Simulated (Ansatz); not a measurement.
# CH2FGaOS: up Jacob's ladder to CCSD(T)

One table from this session's results is given with a row withheld; the runs are named, their logs left out.

Program: Ansatz 0.2.0, Gaussian basis. Level of theory: functionals in def2-TZVPP, the program's frozen cores in correlated methods. These are calculated values, not measurements.

The runs, in order: LDA (SPW92), PBE-D4, revPBE-D4, BLYP-D4, r2SCAN-D4, B97M-V, PBE0-D4, B3LYP-D4, r2SCANh-D4, r2SCAN0-D4, HSE06-D4, BHLYP-D4, CAM-B3LYP-D4, LC-ωPBE, ωB97X-V, ωB97M-V, B2PLYP, PBE-QIDH; CCSD(T)/def2-SVP; CCSD(T)/def2-TZVPP; MP2/def2-QZVPP; extrapolation to the limit; RPA on PBE.

## Structure used throughout

The geometry comes from an earlier relaxation with PBE0-D4 in a triple-zeta def2 set; it is a stationary point, not always the lowest conformer.

SMILES `O[C](=S)[GaH][F]`, 7 atoms, charge 0, spin multiplicity 1.

Atoms are counted from 1 here; the program's logs count them from 0.

Bond lengths: O1–C2 1.309 Å, O1–H6 0.975 Å, C2–S3 1.640 Å, C2–Ga4 1.956 Å, Ga4–F5 1.757 Å, Ga4–H7 1.543 Å. Angles: C2–O1–H6 109.3°, O1–C2–S3 126.4°, O1–C2–Ga4 135.9°, S3–C2–Ga4 97.6°, C2–Ga4–F5 112.6°, C2–Ga4–H7 128.4°, F5–Ga4–H7 118.8°.

Set-up of the first run:

The input, in.yaml:

```yaml
crystal:
  periodic: [false, false, false]
  atoms:
    - {symbol: O, position_ang: [-0.340455, -0.159093, 1.813485]}
    - {symbol: C, position_ang: [0.141425, -0.220298, 0.598478]}
    - {symbol: S, position_ang: [1.632976, -0.750153, 0.169253]}
    - {symbol: Ga, position_ang: [-0.482801, 0.274148, -1.187577]}
    - {symbol: F, position_ang: [-0.229915, 1.975635, -1.545730]}
    - {symbol: H, position_ang: [0.331892, -0.478619, 2.443473]}
    - {symbol: H, position_ang: [-1.053122, -0.641620, -2.291373]}
basis:
  gaussian: {orbitals: def2-TZVPP}
hamiltonian: {xc: lda}
output: {orbitals: {seedname: orbitals}}
```

On the command line:

```
$ ansatz run in.yaml --threads 4 --pin off --events-out ev --progress --plain --max-ram 10444MiB
```

Steps of the session up to this table: LDA; PBE-D4 (GGA); revPBE-D4 (GGA); BLYP-D4 (GGA); r2SCAN-D4 (meta-GGA); B97M-V (meta-GGA); B3LYP-D4 (hybrid); r2SCANh-D4 (hybrid); r2SCAN0-D4 (hybrid); HSE06-D4 (hybrid); BHLYP-D4 (hybrid); CAM-B3LYP-D4 (range-separated); LC-ωPBE (range-separated); ωB97X-V (range-separated); ωB97M-V (range-separated); B2PLYP (double hybrid); PBE-QIDH (double hybrid).

One table of the session follows, with a row left open; its other results are not shown here.

It belongs to the step «Orbital energies across the functionals». 

```
  functional  HOMO (eV)  LUMO (eV)  gap (eV)
 LDA (SPW92)      -6.45      -3.37      3.08
      PBE-D4      -6.27      -3.13      3.14
   revPBE-D4      -6.20      -3.04      3.16
     BLYP-D4      -6.13      -2.98      3.14
   r2SCAN-D4      -6.50      -3.02      3.49
      B97M-V      -6.56      -2.93      3.62
     PBE0-D4      -7.41      -2.21      5.21
    B3LYP-D4      -7.20      -2.41      4.79
  r2SCANh-D4      -6.93      -2.67      4.26
  r2SCAN0-D4      -7.57      -2.14      5.43
    HSE06-D4      -7.02      -2.59      4.43
    BHLYP-D4          ?          ?         ?
CAM-B3LYP-D4      -8.68      -1.03      7.65
     LC-ωPBE      -9.97       0.10     10.07
     ωB97X-V      -9.65       0.06      9.70
     ωB97M-V      -9.50       0.01      9.51
```

Q: Estimate the row for BHLYP-D4 from the others.

Worked estimate for «HOMO (eV)». Against the share of exact exchange, BLYP-D4 (0, -6.13), B3LYP-D4 (0.2, -7.20) give a slope of -5.35 per unit share; at 0.5 the line stands at -8.80.

**Answer.** HOMO (eV): -8.44; LUMO (eV): -1.12; gap (eV): 7.32. In «HOMO (eV)» the line misses by -0.36.
